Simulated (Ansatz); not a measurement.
# LiV: the cost of one run

Method: DFT PBE, scalar-relativistic, plane waves, PAW, in Ansatz 0.2.0.

### Step 1. Starting point

Symmetry: P6_3mc, No. 186, hexagonal system. Conventional cell: a = 3.411 Å, b = 3.411 Å, c = 5.462 Å, α = 90.00°, β = 90.00°, γ = 120.00°. Around Li (site symmetry 3m) lie 4 V at 2.07 to 2.09 Å. V (site symmetry 3m) has 4 Li at 2.07 to 2.09 Å as nearest neighbours.

As a file:

```cif
data_structure
_symmetry_space_group_name_H-M 'P6_3mc'
_symmetry_Int_Tables_number 186
_cell_length_a 3.4108
_cell_length_b 3.4108
_cell_length_c 5.4623
_cell_angle_alpha 90.000
_cell_angle_beta 90.000
_cell_angle_gamma 120.000
_cell_volume 55.03
loop_
_atom_site_label
_atom_site_type_symbol
_atom_site_symmetry_multiplicity
_atom_site_Wyckoff_symbol
_atom_site_fract_x
_atom_site_fract_y
_atom_site_fract_z
_atom_site_occupancy
Li1 Li 2 b 0.33333 0.66667 0.00000 1
V1 V 2 b 0.33333 0.66667 0.38210 1
```

(A quick probe on a coarse mesh, which set the mesh and smearing, is not shown.)

### Step 3. Coarse relaxation

The input, input.yaml:

```yaml
crystal:
  lattice:
    - [3.4108439597, 0.0, 0.0]
    - [-1.7054219798, 2.9538775174, 0.0]
    - [0.0, 0.0, 5.4623489776]
  atoms:
    - { symbol: Li, position: [0.3333333333, 0.6666666667, 0.0], spin: 0.17 }
    - { symbol: Li, position: [0.6666666667, 0.3333333333, 0.5], spin: 0.17 }
    - { symbol: V, position: [0.3333333333, 0.6666666667, 0.3821], spin: 1.87 }
    - { symbol: V, position: [0.6666666667, 0.3333333333, 0.8821], spin: 1.87 }
basis:
  ecutwfc: 420
kpoints:
  mp_grid: { grid: [6, 6, 4] }
hamiltonian:
  xc: pbe
scf:
  occupations: { method: gaussian, width: 0.1 }
  lower_state_search: "off"
output:
  forces: true
  stress: true
  eigenvalues: true
  populations: true
magnetization:
  spin_polarized: true
relax:
  adjacent_minimum: "off"
  f_tol: 0.04
  max_steps: 70
  cell: { stress_tol: 0.4 }
```

On the command line:

```sh
ansatz run input.yaml --threads 1 --pin off --max-ram 2560MiB --backend cpu --events-out ev --progress --plain --runs-dir out
```

Q: Estimate wall time and peak memory on 1 thread of Intel Xeon Platinum 8375C at 2.90GHz (Ice Lake), shared host.

About 96 s, with a peak of 0.44 GiB.
